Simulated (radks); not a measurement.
# Ionisation of Xe⁹⁺: one atom, several choices of functional

One table from this session's results is given with a row withheld; the runs are named, their logs left out.

The numbers are computed with radks (a radial shooting solver on a logarithmic mesh, Libxc functionals) version 1 (Dirac Kohn-Sham, spin-unpolarised, spherical densities, point nucleus; open shells are shared between the two j in proportion to 2j + 1), except any that are marked as measured or tabulated.

## The atom as given

- element: xenon (Z = 54)
- charge: +9
- electrons: 45
- configuration: [Kr] 4d9
- ion: Xe¹⁰⁺, [Kr] 4d8
- choices: exchange-only LDA; BP86; OLYP; AM05; PW91; exchange-only B88; revPBE

Outer shells as boxes (Hund's rule):

Xe⁹⁺
```
[Kr] core
4d [↑↓][↑↓][↑↓][↑↓][↑ ]
```

Xe¹⁰⁺
```
[Kr] core
4d [↑↓][↑↓][↑↓][↑ ][↑ ]
```

The first run:

The run's settings:

```text
Z 54
configuration [Kr] 4d9
relativity Dirac
functional lda,
spin unpolarised
j_filling average
nucleus point
c 137.035999084
```

Steps of the session up to this table: exchange-only LDA: Xe⁹⁺; exchange-only LDA: Xe¹⁰⁺; BP86: Xe⁹⁺; BP86: Xe¹⁰⁺; OLYP: Xe⁹⁺; OLYP: Xe¹⁰⁺; AM05: Xe⁹⁺; AM05: Xe¹⁰⁺; PW91: Xe⁹⁺; PW91: Xe¹⁰⁺; exchange-only B88: Xe⁹⁺; exchange-only B88: Xe¹⁰⁺; revPBE: Xe⁹⁺; revPBE: Xe¹⁰⁺.

One of the session's tables, all rows but one given; the rest of the session is left out.

```
       functional  Δ-SCF (eV)  −ε(HOMO) (eV)  <r> HOMO (bohr)
exchange-only LDA      203.28         189.68           0.8388
             BP86      205.37         191.75           0.8367
             OLYP      206.08         192.43           0.8350
             AM05      205.25         191.63           0.8368
             PW91      205.43         191.81           0.8373
exchange-only B88      203.69         190.08           0.8382
           revPBE           ?              ?                ?
```

Estimate the missing values for revPBE.

As computed: Δ-SCF (eV): 205.28; −ε(HOMO) (eV): 191.66; <r> HOMO (bohr): 0.8370. In the column «Δ-SCF (eV)» it lies between AM05 (205.25) and BP86 (205.37).

Spin polarisation and multiplet splitting are left out, so open shells lie too high by an amount that depends on their filling. Sharing an open shell by 2j + 1 raises it above the true ground level by a part of the spin-orbit splitting, which enters the differences from NIST.
